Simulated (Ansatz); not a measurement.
# F3Si: the cost of one run

Program: Ansatz 0.2.0. Level of theory: DFT unrestricted wB97X-V, Gaussian basis aug-cc-pV(T+d)Z, and further levels as typed in the inputs. These are calculated values, not measurements.

## (1) The system as given

Bond lengths: Si1–F2 1.548 Å, Si1–F3 1.581 Å, Si1–F4 1.602 Å. Angles: F2–Si1–F3 108.4°, F2–Si1–F4 108.0°, F3–Si1–F4 107.2°.

As a file:

```xyz
4

Si    0.0179    0.0044    0.0010
F     1.4564   -0.0028   -0.5698
F    -0.7384    1.2712   -0.5667
F    -0.7423   -1.2906   -0.5574
```

## (2) Relaxing the atoms: F3Si

Contents of input.yaml:

```yaml
relax:
  f_tol: 0.001
  max_steps: 200
crystal:
  periodic: [false, false, false]
  atoms:
    - { symbol: Si, position_ang: [0.017886, 0.004365, 0.000965] }
    - { symbol: F, position_ang: [1.456422, -0.002774, -0.569769] }
    - { symbol: F, position_ang: [-0.738356, 1.271167, -0.56666] }
    - { symbol: F, position_ang: [-0.742301, -1.290576, -0.557375] }
magnetization:
  spin_polarized: true
  initial_magnetization: 1
basis:
  gaussian: { orbitals: "aug-cc-pV(T+d)Z.json" }
hamiltonian:
  xc: { name: wB97X-V }
```

Run with:

```console
ansatz run input.yaml --threads 4 --pin off --max-ram 8192MiB --backend cpu --events-out ev --progress --plain --runs-dir out
```

Q: Estimate wall time and peak memory on 4 threads of Intel Xeon Platinum 8488C (Sapphire Rapids), shared host.

About 26 s, with a peak of 0.72 GiB.
